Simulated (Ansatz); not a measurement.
Runs of Ansatz 0.2.0 on AlSn. The structure is hexagonal, space group P-6m2 (No. 187). Conventional cell: a = 4.198 Å, b = 4.198 Å, c = 3.307 Å, α = 90.00°, β = 90.00°, γ = 120.00°. Around Sn (site symmetry -6m2) lie 6 Al at 2.93 Å and 2 Sn at 3.31 Å. Al (site symmetry -6m2) has 6 Sn at 2.93 Å and 2 Al at 3.31 Å as nearest neighbours. The cell comes from a database or a generator and needn't be the stable form of this composition.

| task | level | cell | cutoff (eV) | gap on the mesh (eV) | pressure (GPa) | relaxed volume (Å³/atom) |
| --- | --- | --- | --- | --- | --- | --- |
| single point | r2SCAN50 | as given | 500 | none | -0.9 | - |
| single point | B3LYP | as given | 420 | none | (b) | - |
| relaxation of cell and atoms | HSE03 | relaxed | 420 | none | 0.0 | 24.40 |
| relaxation of cell and atoms | HSE06 | relaxed | 420 | none | 0.0 | (a) |
| single point | r2SCAN0 | as given | 500 | none | -0.2 | - |

Alike in all rows: potentials or basis Ansatz PAW; no spin polarisation; k mesh 4 × 4 × 4; smearing fermi-dirac 0.05 eV; the mesh is coarse, so values aren't converged.

Fill in the values left out.

(a) 24.32; (b) 3.4.

Caveats: all runs use coarse meshes; the PAW data sets come from PBE, with cores solved anew for the run's functional, which leaves a small shift of forces and pressure; the thresholds are loose for stress (some runs); the plane-wave basis is chosen anew once the cell has moved, so the energies of steps on either side of that aren't comparable (some runs).

A k mesh can miss the band edges, and the runs leave out spin-orbit coupling on Sn.

A gap of «none» marks a metal or a gap under the smearing width.
